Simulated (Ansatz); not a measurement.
# Si3Ge2H10: taking an electron away

Aim: the vertical ionisation energy of Si3Ge2H10, as cation minus neutral at the neutral's geometry, on several levels, and how well −ε(HOMO) stands in for it.

Method: unrestricted cation, the program's frozen cores in correlated methods; program: Ansatz 0.2.0, Gaussian basis.

Plan: UKS PBE-D4/def2-TZVPP; UKS r2SCAN-D4/def2-TZVPP; UKS PBE0-D4/def2-TZVPP; UKS B3LYP-D4/def2-TZVPP; UKS wB97X-V/def2-TZVPP; UKS wB97M-V/def2-TZVPP; UKS B2PLYP/def2-TZVPP; UHF-CCSD(T)/def2-TZVPP; UHF-MP2/def2-QZVPP; extrapolation to the limit; then −ε(HOMO) from the neutral's earlier runs with LDA (SPW92), PBE-D4, revPBE-D4, BLYP-D4, r2SCAN-D4, B97M-V, PBE0-D4, B3LYP-D4, r2SCANh-D4, r2SCAN0-D4, HSE06-D4, BHLYP-D4, CAM-B3LYP-D4, LC-ωPBE, ωB97X-V, ωB97M-V.

## (1) The relaxed structure

The geometry comes from an earlier relaxation with PBE0-D4/def2-TZVP; it is a stationary point, not always the lowest conformer.

SMILES `[SiH2]1[SiH2][GeH2][SiH2][GeH2]1`, 15 atoms, charge 0, spin multiplicity 1.

Atoms are counted from 1 here; the program's logs count them from 0.

Bond lengths: Si1–Si2 2.338 Å, Si1–Ge5 2.388 Å, Si1–H6 1.488 Å, Si1–H7 1.490 Å, Si2–Ge3 2.388 Å, Si2–H8 1.490 Å, Si2–H9 1.488 Å, Ge3–Si4 2.395 Å, Ge3–H10 1.541 Å, Ge3–H11 1.539 Å, Si4–Ge5 2.395 Å, Si4–H12 1.488 Å, Si4–H13 1.488 Å, Ge5–H14 1.541 Å, Ge5–H15 1.539 Å. Angles: Si2–Si1–Ge5 102.8°, Si2–Si1–H6 114.1°, Si2–Si1–H7 109.0°, Ge5–Si1–H6 112.9°, Ge5–Si1–H7 108.9°, H6–Si1–H7 108.8°, Si1–Si2–Ge3 102.7°, Si1–Si2–H8 109.1°, Si1–Si2–H9 114.1°, Ge3–Si2–H8 108.9°, Ge3–Si2–H9 113.0°, H8–Si2–H9 108.8°, Si2–Ge3–Si4 104.9°, Si2–Ge3–H10 109.1°, Si2–Ge3–H11 112.9°, Si4–Ge3–H10 109.3°, Si4–Ge3–H11 112.5°, H10–Ge3–H11 108.1° and more.

## (2) Cation, UKS PBE-D4/def2-TZVPP

Input file in.yaml:

```yaml
crystal:
  periodic: [false, false, false]
  atoms:
    - {symbol: Si, position_ang: [-1.629935, 0.983019, 0.548253]}
    - {symbol: Si, position_ang: [-0.644770, -0.801984, 1.692544]}
    - {symbol: Ge, position_ang: [1.604504, -0.763915, 0.891824]}
    - {symbol: Si, position_ang: [1.426999, -0.119833, -1.407854]}
    - {symbol: Ge, position_ang: [-0.805228, 0.705781, -1.675657]}
    - {symbol: H, position_ang: [-3.116328, 1.002696, 0.617171]}
    - {symbol: H, position_ang: [-1.106099, 2.263570, 1.101834]}
    - {symbol: H, position_ang: [-1.290525, -2.073318, 1.259663]}
    - {symbol: H, position_ang: [-0.735290, -0.697753, 3.174245]}
    - {symbol: H, position_ang: [2.396092, 0.310869, 1.661435]}
    - {symbol: H, position_ang: [2.326691, -2.110529, 1.072243]}
    - {symbol: H, position_ang: [1.662771, -1.286072, -2.301675]}
    - {symbol: H, position_ang: [2.423925, 0.935611, -1.734539]}
    - {symbol: H, position_ang: [-1.655992, -0.353743, -2.402005]}
    - {symbol: H, position_ang: [-0.856814, 2.005589, -2.497472]}
basis:
  gaussian: {orbitals: def2-TZVPP}
total_charge: 1
magnetization: {spin_polarized: true, initial_magnetization: 1}
hamiltonian: {xc: pbe, dispersion: d4}
```

Further steps of the session: Cation, UKS r2SCAN-D4/def2-TZVPP; Cation, UKS PBE0-D4/def2-TZVPP; Cation, UKS B3LYP-D4/def2-TZVPP; Cation, UKS wB97X-V/def2-TZVPP; Cation, UKS wB97M-V/def2-TZVPP; Cation, UKS B2PLYP (frozen core)/def2-TZVPP; Cation, UHF-CCSD(T)/def2-TZVPP; Cation, UHF-MP2/def2-QZVPP.

**Question.** What will the summary of the whole plan be? Wanted: ionisation energy, CCSD(T)/CBS; nearest functional by difference; nearest −ε(HOMO); −ε(HOMO) of PBE; T1 of the cation.

As calculated:

| quantity | value |
| --- | --- |
| ionisation energy, CCSD(T)/CBS | 9.47 eV |
| nearest functional by difference | ωB97X-V (-0.03 eV) |
| nearest −ε(HOMO) | ωB97M-V (+0.05 eV) |
| −ε(HOMO) of PBE | 6.61 eV |
| T1 of the cation | 0.030 |

What this shows: By cation minus neutral, the functionals miss by 0.53 eV at most. The PBE orbital energy is 2.9 eV too small: a semilocal HOMO is no ionisation energy. Among orbital estimates ωB97M-V comes nearest. Hartree-Fock falls 0.75 eV short, as the neutral has more correlation energy than the cation. Correlated methods include outer-core shells of Ge, which these sets cover unevenly. With outer-core shells in play the last digit of the reference is unsure.
